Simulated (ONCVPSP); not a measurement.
**Pseudopotential generation for fluorine: ONCV, LDA (Perdew-Wang 92)**

Aim: build the potential from the settings below, then test how well it stands in for the atom: other configurations, scattering, ghost states and the plane-wave cutoff that it needs.

Program: ONCVPSP 4.0.1.1 (patched build). Reference atom: LDA (Perdew-Wang 92), scalar-relativistic, spherical and spin-unpolarised. All values are calculated.

### Step 1. Starting point

Typed settings, in words:

```json
{
  "element": "fluorine (F, Z = 9)",
  "type": "optimised norm-conserving Vanderbilt (ONCV)",
  "frozen core": "[He]",
  "valence charge": "7",
  "reference configuration": "2s2 2p5",
  "partial waves": "2s: rc 0.55 bohr, ncon 4, nbas 9, qcut 13.8 1/bohr, 2 projectors, debl 1.5 Ha; 2p: rc 1.70 bohr, ncon 4, nbas 7, qcut 10.1 1/bohr, 2 projectors, debl 3.6 Ha; d scattering state at 0.31 Ha: rc 1.55 bohr, ncon 4, nbas 8, qcut 6 1/bohr, 2 projectors, debl 3.1 Ha",
  "local potential": "polynomial inside 0.45 bohr (lpopt 5, dvloc0 -1 Ha)",
  "core correction": "Teter function, fcfact 2.25, rcfact 1.7"
}
```

An earlier all-electron run gives the scale for the radii.

All-electron outer shells of the reference configuration (LDA (PZ), scalar-relativistic, ld1.x):

```
shell  level (eV)  outermost node (bohr)  outermost maximum (bohr)
   1s     -658.96                      –                      0.12
   2s      -29.65                   0.24                      0.77
   2p      -11.29                      –                      0.71
```

### Step 2. The generation run

File F.dat:

```
# ATOM AND REFERENCE CONFIGURATION
# atsym  z   nc   nv     iexc    psfile
  F 9.00    1    2  -001012      upf
#
#   n    l    f
    1    0    2.00
    2    0    2.00
    2    1    5.00
#
# PSEUDOPOTENTIAL AND OPTIMIZATION
# lmax
    2
#
#   l,   rc,      ep,       ncon, nbas, qcut
    0    0.55    0.00    4    9   13.80
    1    1.70    0.00    4    7   10.10
    2    1.55    0.31    4    8    6.00
#
# LOCAL POTENTIAL
# lloc, lpopt,  rc(5),   dvloc0
    4    5    0.45   -1.00
#
# VANDERBILT-KLEINMAN-BYLANDER PROJECTORs
# l, nproj, debl
    0    2    1.50
    1    2    3.60
    2    2    3.10
#
# MODEL CORE CHARGE
# icmod, fcfact, rcfact
    3    2.25    1.70
#
# LOG DERIVATIVE ANALYSIS
# epsh1, epsh2, depsh
   -3.00    5.00    0.02
#
# OUTPUT GRID
# rlmax, drl
    6.00    0.01
#
# TEST CONFIGURATIONS
# ncnf
    4
# nvcnf
#   n    l    f
    2
    2    0    2.00
    2    1    4.00
#
    2
    2    0    2.00
    2    1    3.00
#
    2
    2    0    2.00
    2    1    2.00
#
    2
    2    0    2.00
    2    1    1.00
#
```

Run with:

```
$ oncvpsp.x < F.dat > F.out
```

Q: Predict the outcome of this session. Wanted: cutoffs for 1 and 0.1 mHa per electron, occupied waves; bound ghosts; GHOST(+) flags; largest test error; largest phase difference near zero energy, channels read; rms error of d²Exc/dn², without and with the model core.

As calculated:

```
                                                quantity                             value
  cutoffs for 1 and 0.1 mHa per electron, occupied waves                  60 Ha and 694 Ha
                                            bound ghosts  s at -489.16 eV, d at -109.21 eV
                                          GHOST(+) flags                none at low energy
                            largest test error (AE − PS)            +4082 meV, for 2s2 2p1
largest phase difference near zero energy, channels read                         0.002 rad
 rms error of d²Exc/dn², without and with the model core                 2.31 and 1.19 mHa
```

In words: A bound ghost (s, d) makes it unfit for use: electrons can fall into a state that the atom doesn't have. The worst unpolarised test, 2s2 2p1, is off by 4082 meV on 204.7 eV; by total energies transferability rates as poor. That test lies far up in energy; among those under 40 eV, nearer to bonding, the largest error is 61 meV. By its cutoff, 60 Ha for the looser tolerance, it is hard. The tighter tolerance needs 694 Ha, and converged work needs a cutoff nearer that. At the looser tolerance the 2s wave is the slowest; 2p needs 30 Ha. Near zero energy the phases of the channels with partial waves agree within 0.002 rad. These are tests on the free atom; a crystal test is still owed.
